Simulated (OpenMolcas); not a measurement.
# TlI (thallium iodide): CASPT2(4,4)/ANO-R1 (sfX2C, RICD fitting, ipea shift 0.25 Eh, pt2 variant SS)

Wanted: the energy of TlI (thallium iodide). 

The results are computed with OpenMolcas 26.06.

## Step 1: The system as given

TlI: 2 atoms, total charge 0, spin state singlet. SMILES: `[I][Tl]`. The coordinates come from a PBE0-D4/def2-TZVP relaxation.

Bond lengths: I1–Tl2 2.841 Å.

## Step 2: A single-point energy at CASPT2(4,4)/ANO-R1 (sfX2C, RICD fitting, ipea shift 0.25 Eh, pt2 variant SS)

The input, step3.input:

```
>>> EXPORT MOLCAS_PRINT=2
&gateway
coord
2
bohr
I      0.00000000     0.00000000    -0.01587370
Tl     0.00000000     0.00000000     5.35257366
basis
ANO-R1
group
NoSym
ricd
&seward
&rasscf
fileorb
$CurrDir/step2.RasOrb
spin
1
nactel
4 0 0
inactive
65
ras2
4
orblisting
Nothing
orbappear
Compact
&caspt2
imaginary
0.2
```

Started as:

```bash
$ export MOLCAS_MEM=1860
$ pymolcas step3.input > step3.log
```

Log:

```text
--- Start Module: gateway ---
[...]
--- Stop Module: gateway /rc=_RC_ALL_IS_WELL_ ---
[...]
      Basis functions          102
[...]
--- Start Module: rasscf ---
[...]
      Number of active orbitals                  4
[...]
      Spin quantum number                      0.0
[...]
      Active orbitals                            4
[...]
      Number of CSFs                            20
[...]
      Number of root(s) required                 1
[...]
      Convergence after  4 iterations
[...]
      printout of CI-coefficients larger than  0.05 for root  1
      energy=  -27356.639862
      conf/sym  1111     Coeff  Weight
             1  2200   0.99653 0.99308
            15  uudd  -0.05235 0.00274
      Natural orbitals and occupation numbers for root  1
      sym 1:   1.994962   1.991177   0.005797   0.008064
      ************************************************************************************************************************
      *                                                    Final results                                                     *
[...]
::    RASSCF root number  1 Total energy: -27356.63986194
[...]
      Total electronic charge=  134.000000
      Total            charge=   -0.000000
[...]
      Dipole Moment (debye):
      Origin of the operator (angstrom)=    0.0000    0.0000    1.7462
                   X=  4.9893E-06               Y= -3.6041E-05               Z=  4.9603E+00           Total=  4.9603E+00
      Quadrupole Moment (debye*angstrom):
[...]
--- Stop Module: rasscf /rc=_RC_ALL_IS_WELL_ ---
[...]
--- Start Module: caspt2 ---
[...]
      E2 (Variational):          -0.7813114478
      Total energy:          -27357.4211733832
[...]
      Reference weight:           0.84611
[...]
::    CASPT2 Root  1     Total energy: -27357.42117338
[...]
--- Stop Module: caspt2 /rc=_RC_ALL_IS_WELL_ ---
[...]
```

It took 34 s on 1 thread of Arm Neoverse V2, shared host; peak memory 0.53 GiB.

## Step 3: Results

Level: CASPT2(4,4)/ANO-R1 (sfX2C, RICD fitting, ipea shift 0.25 Eh, pt2 variant SS), 52 core orbitals frozen.

| quantity | value |
| --- | --- |
| total energy | -27357.42117 Eh |
| dipole moment (CASSCF density) | 4.96 D |
